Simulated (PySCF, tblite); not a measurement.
# C₁₁H₁₄Si₁₁: electronic excitations, NMR shifts

Wanted: electronic excitations, NMR shifts for C₁₁H₁₄Si₁₁.

Programs: tblite 0.8.0 and PySCF 2.14.0, with routines of our own; each step states its level. All values are computed. Atoms count from 0.

### Step 1. The starting structure

36 atoms, charge 0, multiplicity 1; geometry from: force field, distance geometry or constructed start.

### Step 2. Relaxing the molecule with GFN2-xTB

What the job is given:

```
{"job": {"kind": "relax", "xc": "GFN2-xTB", "basis": "xTB"}, "charge": 0, "multiplicity": 1}
C      7.755800     0.854300    -0.001600
Si     6.197500     1.753700    -0.006900
C      4.655800     0.853800     0.001000
Si     4.649900    -0.929500    -0.006200
C      6.199700    -1.830100     0.003400
Si     7.747600    -0.934400    -0.002600
C     -4.650500     0.857800    -0.003300
Si    -6.197300     1.753800     0.001500
C     -7.748200     0.854000    -0.000400
Si    -7.753700    -0.934700     0.001600
C     -6.202800    -1.830100    -0.002100
Si    -4.653100    -0.935900    -0.000000
C      1.546800     0.856800     0.005000
Si     0.002200     1.750500    -0.002700
C     -1.552400     0.861200     0.000200
Si    -1.552100    -0.933300     0.006300
C      0.000400    -1.827000     0.000900
Si     1.549100    -0.937300    -0.001000
Si     3.099800     1.752900     0.002500
C      3.103200    -1.828000     0.002700
Si    -3.102700     1.754900     0.001500
C     -3.101300    -1.827400    -0.000200
H      8.698300     1.405700     0.006600
H      6.196500     3.186800    -0.001500
H      6.201200    -2.916300     0.000900
H      8.991900    -1.654800     0.002500
H     -6.200000     3.193400    -0.000700
H     -8.695500     1.401700     0.001200
H     -8.997400    -1.653500    -0.002000
H     -6.199600    -2.918500     0.003400
H      0.003600     3.191700    -0.001100
H     -0.001900    -2.917600     0.000200
H      3.099400     3.191200    -0.001900
H      3.102500    -2.920200     0.003700
H     -3.099200     3.192900    -0.003300
H     -3.099900    -2.916700    -0.002900
```

On the command line:

```
$ OMP_NUM_THREADS=2 python large_run.py task.json out
```

One launch serves the whole session: the jobs run in the order shown.

The log of the run:

```text
step      E/eV     max force
  0   -1337.90355    2.620
  1   -1338.29777    0.672
  2   -1338.38922    0.473
  3   -1338.52578    0.612
  4   -1338.60082    0.442
  5   -1338.64913    0.279
  6   -1338.67502    0.327
  7   -1338.70231    0.348
  8   -1338.73904    0.504
  9   -1338.79507    0.615
 10   -1338.87068    0.690
 11   -1338.95864    0.647
 12   -1339.02459    0.385
 13   -1339.05030    0.190
 14   -1339.05856    0.167
 15   -1339.06381    0.151
 16   -1339.07120    0.177
 17   -1339.07969    0.180
 18   -1339.08724    0.176
 19   -1339.09191    0.124
 20   -1339.09472    0.083
 21   -1339.09734    0.112
 22   -1339.09991    0.097
 23   -1339.10167    0.057
 24   -1339.10254    0.036
 25   -1339.10293    0.037
 26   -1339.10322    0.036
 27   -1339.10356    0.039
 28   -1339.10400    0.049
 29   -1339.10447    0.047
 30   -1339.10483    0.035
 31   -1339.10508    0.035
 32   -1339.10535    0.034
 33   -1339.10581    0.045
 34   -1339.10659    0.071
 35   -1339.10763    0.078
 36   -1339.10861    0.052
 37   -1339.10934    0.048
 38   -1339.10999    0.054
 39   -1339.11083    0.067
 40   -1339.11198    0.077
 41   -1339.11325    0.080
 42   -1339.11442    0.062
 43   -1339.11544    0.070
 44   -1339.11641    0.071
 45   -1339.11739    0.081
 46   -1339.11826    0.074
 47   -1339.11876    0.044
 48   -1339.11896    0.022
 49   -1339.11905    0.020
```

Run time: 4.6 s. Hardware: 2 threads of Arm Neoverse N1, shared host; peak memory 0.17 GiB.

Relaxation path:

```
step  energy from step 0 (eV)  largest force (eV/Å)
   0                   0.0000                2.6197
   1                  -0.3942                0.6717
   2                  -0.4857                0.4730
   3                  -0.6222                0.6120
   4                  -0.6973                0.4420
   5                  -0.7456                0.2795
   6                  -0.7715                0.3273
   7                  -0.7988                0.3480
   8                  -0.8355                0.5040
  11                  -1.0551                0.6463
  14                  -1.1550                0.1670
  18                  -1.1837                0.1755
  21                  -1.1938                0.1111
  24                  -1.1990                0.0364
  28                  -1.2005                0.0488
  31                  -1.2015                0.0351
  34                  -1.2030                0.0710
  38                  -1.2064                0.0536
  41                  -1.2097                0.0801
  45                  -1.2138                0.0811
  46                  -1.2147                0.0741
  47                  -1.2152                0.0442
  48                  -1.2154                0.0217
  49                  -1.2155                0.0200
```

Close pairs (by a distance rule), those that changed most:

```
    bond  before (Å)  after (Å)  change (Å)
  C2–Si3       1.783      1.877      +0.094
C12–Si17       1.794      1.885      +0.091
C14–Si15       1.795      1.885      +0.091
 C6–Si11       1.794      1.878      +0.084
Si20–H34       1.438      1.482      +0.044
 Si1–H23       1.433      1.477      +0.044
Si18–H32       1.438      1.482      +0.044
Si13–H30       1.441      1.484      +0.043
```

The final coordinates are the input of the step that follows.

### Step 3. Electronic excitations: TDDFT PBE0/6-31G*

What the job is given:

```
{"job": {"kind": "uv", "basis": "6-31G*", "grid": 1, "kgrid": 0, "vcut": 1.5, "nstates": 6, "ntriplets": 2, "tda": false, "delta": [], "pop": true, "xc": "PBE0"}, "charge": 0, "multiplicity": 1}
C      8.028819     1.000410    -0.001366
Si     6.414760     1.785213     0.001488
C      4.852221     0.851786    -0.000505
Si     4.903241    -1.024907     0.001417
C      6.571206    -1.761328     0.001345
Si     8.090412    -0.810479     0.000891
C     -4.852126     0.850913     0.001220
Si    -6.414084     1.785321    -0.000575
C     -8.028534     1.001237    -0.000042
Si    -8.091498    -0.809744    -0.000187
C     -6.572991    -1.762161     0.000076
Si    -4.904504    -1.026026    -0.000440
C      1.616163     0.758638    -0.001603
Si    -0.000273     1.578787    -0.000409
C     -1.616702     0.758676    -0.000918
Si    -1.637629    -1.126336     0.000484
C      0.000038    -1.902732     0.001030
Si     1.637500    -1.126137     0.000137
Si     3.211858     1.619721     0.000287
C      3.297299    -1.859348     0.001243
Si    -3.212272     1.620082    -0.002178
C     -3.297760    -1.859293     0.000076
H      8.937074     1.587857    -0.001058
H      6.319200     3.259290    -0.000686
H      6.620801    -2.842670     0.001886
H      9.408179    -1.463388     0.000588
H     -6.317731     3.259505    -0.000229
H     -8.936512     1.589227    -0.000551
H     -9.410473    -1.460712     0.000793
H     -6.622798    -2.843648    -0.000619
H      0.000760     3.063170    -0.000201
H      0.000234    -2.986559     0.002529
H      3.170634     3.101043    -0.001625
H      3.328922    -2.942862     0.001355
H     -3.170562     3.101668     0.000103
H     -3.329220    -2.942859     0.000920
```

Level: TDDFT PBE0/6-31G*, vertical, gas phase, core orbitals frozen in the response, virtual orbitals cut by energy.

The log of the run:

```text
start: PBE on a coarse grid of 36902 points
cycle   1  E = -3608.9301635840  dE =  2.948e+00  |g| = 1.752e+00  |ddm| = 6.599e+00
cycle   2  E = -3604.3265700943  dE =  4.604e+00  |g| = 3.725e+00  |ddm| = 6.297e+00
cycle   3  E = -3609.4576557570  dE = -5.131e+00  |g| = 9.149e-01  |ddm| = 5.587e+00
cycle   4  E = -3609.8011504499  dE = -3.435e-01  |g| = 3.439e-01  |ddm| = 1.669e+00
cycle   5  E = -3609.8153146361  dE = -1.416e-02  |g| = 2.754e-01  |ddm| = 5.896e-01
cycle   6  E = -3609.8383435380  dE = -2.303e-02  |g| = 4.888e-02  |ddm| = 3.230e-01
cycle   7  E = -3609.8387419108  dE = -3.984e-04  |g| = 3.801e-02  |ddm| = 9.838e-02
cycle   8  E = -3609.8392379334  dE = -4.960e-04  |g| = 7.480e-03  |ddm| = 4.848e-02
final grid: 151900 points
cycle   9  E = -3609.8292665696  dE = -1.631e-02  |g| = 3.181e-02  |ddm| = 4.590e-01
cycle  10  E = -3609.8291209841  dE =  1.456e-04  |g| = 3.889e-02  |ddm| = 1.033e-01
cycle  11  E = -3609.8296859475  dE = -5.650e-04  |g| = 1.236e-02  |ddm| = 6.380e-02
cycle  12  E = -3609.8297294854  dE = -4.354e-05  |g| = 4.319e-03  |ddm| = 1.505e-02
cycle  13  E = -3609.8297371892  dE = -7.704e-06  |g| = 1.773e-03  |ddm| = 6.809e-03
cycle  14  E = -3609.8297396110  dE = -2.422e-06  |g| = 5.388e-04  |ddm| = 2.318e-03
cycle  15  E = -3609.8297349847  dE =  4.626e-06  |g| = 2.071e-04  |ddm| = 7.856e-04
cycle  16  E = -3609.8297377751  dE = -2.790e-06  |g| = 9.141e-05  |ddm| = 3.491e-04
converged SCF energy = -3609.8297377751

Static polarisability (au): isotropic 539.712, principal 191.776 376.038 1051.323

Singlet excitations
state   eV       nm        f      main configurations
  1   1.7216    720.2   0.00644   H->L 0.99
  2   2.3436    529.0   0.01886   H-1->L 0.75, H->L+1 0.23
  3   2.5918    478.4   0.09336   H->L+1 0.74, H-1->L 0.23
  4   2.9265    423.7   0.01037   H-3->L 0.54, H->L+3 0.38
  5   2.9425    421.4   0.01957   H-2->L 0.78, H-1->L+1 0.14
  6   3.1497    393.6   0.01488   H->L+2 0.52, H-1->L+1 0.28, H-2->L 0.18

Triplet excitations (Tamm-Dancoff, eV): 1.5900 1.9783
```

Wall time 98 s (2 threads of Arm Neoverse N1, shared host); peak memory 1.3 GiB.

The orbitals next to the gap, with their largest atomic shares:

```
orbital     eV                            atoms
 HOMO−4  -6.64      C10 11 %, C4 11 %, C21 10 %
 HOMO−3  -6.33      C14 14 %, C12 14 %, C0 11 %
 HOMO−2  -6.16      C16 19 %, C4 14 %, C10 14 %
 HOMO−1  -5.56      C21 16 %, C19 16 %, C4 13 %
   HOMO  -4.96     C16 27 %, C21 19 %, C19 19 %
   LUMO  -2.55  Si13 27 %, Si20 20 %, Si18 20 %
 LUMO+1  -1.83    Si1 15 %, Si7 15 %, Si18 14 %
 LUMO+2  -1.13    Si13 18 %, Si7 13 %, Si1 13 %
 LUMO+3  -1.10  Si15 16 %, Si17 16 %, Si11 10 %
```

With each of the 6 states as a Gaussian band of 0.4 eV half-width at 1/e, the curve within the window shown has maxima at 472 nm (ε 5,000) L/(mol cm). Beyond the last state computed it falls off for lack of states. The curve at chosen wavelengths:

(nm, ε (L/mol/cm)): (359, 616), (389, 1858), (419, 3408), (449, 4661), (478, 4964), (508, 4280), (538, 3135), (568, 2072), (598, 1312), (628, 848), (657, 596), (687, 452), (717, 368), (747, 312), (777, 266), (807, 227), (836, 191), (866, 159), (896, 130), (926, 106), (956, 85), (986, 68), (1015, 55), (1045, 44), (1075, 35), (1105, 28)

Further results of this job:

```
           property  computed
  dipole moment (D)      3.97
polarisability (Å³)     79.98
 HOMO–LUMO gap (eV)      2.41
      −ε(HOMO) (eV)      4.96
```

### Step 4. NMR shifts: GIAO KT3/pcSseg-1

Settings changed since step 3:

```diff
@@ -1,2 +1,2 @@
-{"job": {"kind": "uv", "basis": "6-31G*", "grid": 1, "kgrid": 0, "vcut": 1.5, "nstates": 6, "ntriplets": 2, "tda": false, "delta": [], "pop": true, "xc": "PBE0"}, "charge": 0, "multiplicity": 1}
+{"job": {"kind": "nmr", "xc": "KT3", "basis": "pcSseg-1", "pop": false}, "charge": 0, "multiplicity": 1}
 C      8.028819     1.000410    -0.001366
```

Level: GIAO KT3/pcSseg-1 NMR shielding, non-relativistic, gas phase.

The log of the run:

```text
start: PBE on a coarse grid of 36902 points
cycle   1  E = -3608.5222061185  dE =  2.808e+00  |g| = 1.794e+00  |ddm| = 6.899e+00
cycle   2  E = -3603.8302182218  dE =  4.692e+00  |g| = 3.826e+00  |ddm| = 6.173e+00
cycle   3  E = -3609.0094204003  dE = -5.179e+00  |g| = 9.703e-01  |ddm| = 5.713e+00
cycle   4  E = -3609.3902754959  dE = -3.809e-01  |g| = 3.349e-01  |ddm| = 1.700e+00
cycle   5  E = -3609.4009516160  dE = -1.068e-02  |g| = 2.799e-01  |ddm| = 5.513e-01
cycle   6  E = -3609.4236230609  dE = -2.267e-02  |g| = 5.086e-02  |ddm| = 3.130e-01
cycle   7  E = -3609.4241819524  dE = -5.589e-04  |g| = 3.146e-02  |ddm| = 9.009e-02
cycle   8  E = -3609.4244911743  dE = -3.092e-04  |g| = 8.773e-03  |ddm| = 3.995e-02
final grid: 304501 points
cycle   9  E = -3644.3216360946  dE = -8.241e-02  |g| = 4.002e-01  |ddm| = 7.063e-01
cycle  10  E = -3644.3259899098  dE = -4.354e-03  |g| = 2.038e-01  |ddm| = 3.106e-01
cycle  11  E = -3644.3251238248  dE =  8.661e-04  |g| = 1.212e-01  |ddm| = 2.536e-01
cycle  12  E = -3644.3301737386  dE = -5.050e-03  |g| = 1.350e-02  |ddm| = 1.395e-01
cycle  13  E = -3644.3302253573  dE = -5.162e-05  |g| = 4.664e-03  |ddm| = 1.890e-02
cycle  14  E = -3644.3302301517  dE = -4.794e-06  |g| = 1.701e-03  |ddm| = 7.466e-03
cycle  15  E = -3644.3302325889  dE = -2.437e-06  |g| = 6.380e-04  |ddm| = 2.714e-03
cycle  16  E = -3644.3302327276  dE = -1.387e-07  |g| = 3.001e-04  |ddm| = 1.134e-03
cycle  17  E = -3644.3302314841  dE =  1.243e-06  |g| = 1.114e-04  |ddm| = 4.882e-04
cycle  18  E = -3644.3302306147  dE =  8.694e-07  |g| = 3.096e-05  |ddm| = 1.699e-04
converged SCF energy = -3644.3302306147

GIAO shielding tensors (ppm)
atom      isotropic    diamagn.    paramagn.     s11        s22        s33       span
  0 C       96.465     267.110    -170.645     -8.767    114.586    183.577    192.344
  1 Si     260.294     887.373    -627.079     97.789    324.537    358.556    260.767
  2 C       87.319     278.592    -191.273     31.126     49.624    181.208    150.082
  3 Si     259.262     892.565    -633.302    169.304    262.343    346.140    176.837
  4 C      103.232     265.193    -161.961     16.175    118.826    174.695    158.520
  5 Si     258.933     884.155    -625.222     90.520    325.211    361.067    270.547
  6 C       87.235     278.526    -191.291     31.155     49.414    181.135    149.980
  7 Si     260.224     887.366    -627.142     97.617    324.529    358.527    260.910
  8 C       96.446     267.109    -170.663     -8.793    114.599    183.531    192.325
  9 Si     258.925     884.134    -625.208     90.579    325.139    361.058    270.479
 10 C      103.255     265.215    -161.960     16.301    118.798    174.667    158.366
 11 Si     259.224     892.578    -633.354    169.134    262.421    346.118    176.985
 12 C       85.451     280.763    -195.312     32.255     42.169    181.928    149.673
 13 Si     249.976     892.795    -642.819    101.117    297.374    351.437    250.320
 14 C       85.421     280.762    -195.341     32.287     42.057    181.919    149.632
 15 Si     263.760     893.990    -630.230    162.080    281.381    347.820    185.740
 16 C      126.003     271.323    -145.320     77.610    132.390    168.009     90.399
 17 Si     263.768     893.999    -630.231    162.056    281.393    347.856    185.800
 18 Si     251.545     891.997    -640.452     98.645    304.976    351.015    252.370
 19 C      123.510     270.673    -147.163     71.866    131.083    167.580     95.714
 20 Si     251.576     891.999    -640.424     98.651    305.158    350.919    252.268
 21 C      123.438     270.638    -147.199     71.787    130.936    167.591     95.804
 22 H       26.055      22.584       3.470     24.695     25.881     27.587      2.892
 23 H       24.796      28.621      -3.825     20.448     24.214     29.726      9.279
 24 H       26.447      30.214      -3.767     23.438     27.697     28.207      4.769
 25 H       24.853      23.000       1.853     21.154     22.944     30.460      9.306
 26 H       24.795      28.615      -3.820     20.448     24.215     29.723      9.275
 27 H       26.054      22.581       3.473     24.694     25.880     27.588      2.894
 28 H       24.850      22.984       1.866     21.152     22.941     30.456      9.303
 29 H       26.444      30.206      -3.762     23.435     27.701     28.196      4.761
 30 H       24.621      35.087     -10.466     19.468     25.046     29.351      9.883
 31 H       27.791      35.521      -7.730     22.331     29.751     31.290      8.958
 32 H       24.702      34.224      -9.521     19.665     25.070     29.373      9.708
 33 H       27.644      34.689      -7.045     22.438     29.589     30.906      8.468
 34 H       24.699      34.219      -9.520     19.664     25.066     29.367      9.703
 35 H       27.644      34.686      -7.042     22.439     29.590     30.902      8.463
```

Run time: 45 s. Hardware: 2 threads of Arm Neoverse N1, shared host; peak memory 0.97 GiB.

The references, computed at this level on geometries of the same kind, shield at (ppm): 1H TMS 31.76, 13C TMS 184.7, 29Si TMS 361.7. Their shielding less the atom's gives the shift. The references are single molecules in the gas phase. Atoms listed in one row are averaged.

```
     atoms                          environment  σ (ppm)  δ (ppm)
  C12, C14                carbon bonded to 3 Si     85.4     99.3
    C2, C6                carbon bonded to 3 Si     87.3     97.4
    C0, C8             carbon bonded to 2 Si, H     96.5     88.3
   C4, C10             carbon bonded to 2 Si, H    103.2     81.5
  C19, C21             carbon bonded to 2 Si, H    123.5     61.2
       C16             carbon bonded to 2 Si, H    126.0     58.7
       H30  hydrogen on a silicon bonded to 2 C    24.62     7.14
  H32, H34  hydrogen on a silicon bonded to 2 C    24.70     7.06
  H23, H26  hydrogen on a silicon bonded to 2 C    24.80     6.96
  H25, H28  hydrogen on a silicon bonded to 2 C    24.85     6.91
  H22, H27  hydrogen on a carbon bonded to 2 Si    26.05     5.71
  H24, H29  hydrogen on a carbon bonded to 2 Si    26.45     5.31
  H33, H35  hydrogen on a carbon bonded to 2 Si    27.64     4.12
       H31  hydrogen on a carbon bonded to 2 Si    27.79     3.97
      Si13             silicon bonded to 2 C, H    250.0    111.7
Si18, Si20             silicon bonded to 2 C, H    251.6    110.1
  Si5, Si9             silicon bonded to 2 C, H    258.9    102.7
 Si3, Si11                silicon bonded to 3 C    259.2    102.4
  Si1, Si7             silicon bonded to 2 C, H    260.3    101.4
Si15, Si17                silicon bonded to 3 C    263.8     97.9
```

Ring of atoms C0, Si1, C2, Si3, C4, Si5: NICS(0) -3.9, NICS(1) -3.2, NICS(1)zz -1.0 ppm (means of both faces).

Ring of atoms C2, Si3, C12, Si17, Si18, C19: NICS(0) -3.8, NICS(1) -3.0, NICS(1)zz 0.6 ppm (means of both faces).

Ring of atoms C12, Si13, C14, Si15, C16, Si17: NICS(0) -3.6, NICS(1) -2.8, NICS(1)zz 1.2 ppm (means of both faces).

### Step 5. Summary of results

```
                                                               quantity                                               value
                                           lowest singlet (PBE0/6-31G*)                         1.72 eV (720 nm), f = 0.006
                               brightest single state of those computed                         state 3, 2.59 eV, f = 0.093
                                                         lowest triplet                                             1.59 eV
 13C shifts against TMS (KT3/pcSseg-1, means over atoms taken as alike)              99.3, 97.4, 88.3, 81.5, 61.2, 58.7 ppm
  1H shifts against TMS (KT3/pcSseg-1, means over atoms taken as alike)  7.14, 7.06, 6.96, 6.91, 5.71, 5.31, 4.12, 3.97 ppm
29Si shifts against TMS (KT3/pcSseg-1, means over atoms taken as alike)         111.7, 110.1, 102.7, 102.4, 101.4, 97.9 ppm
```

In words: The first singlet state (HOMO→LUMO 0.99) lies at 1.72 eV and is weak; of the 6 states computed, the strongest absorption comes from state 3 at 2.59 eV. State 2 absorbs in the visible (529 nm). The lowest triplet lies 0.13 eV below the lowest singlet (triplets in Tamm-Dancoff, singlets in full TDDFT).
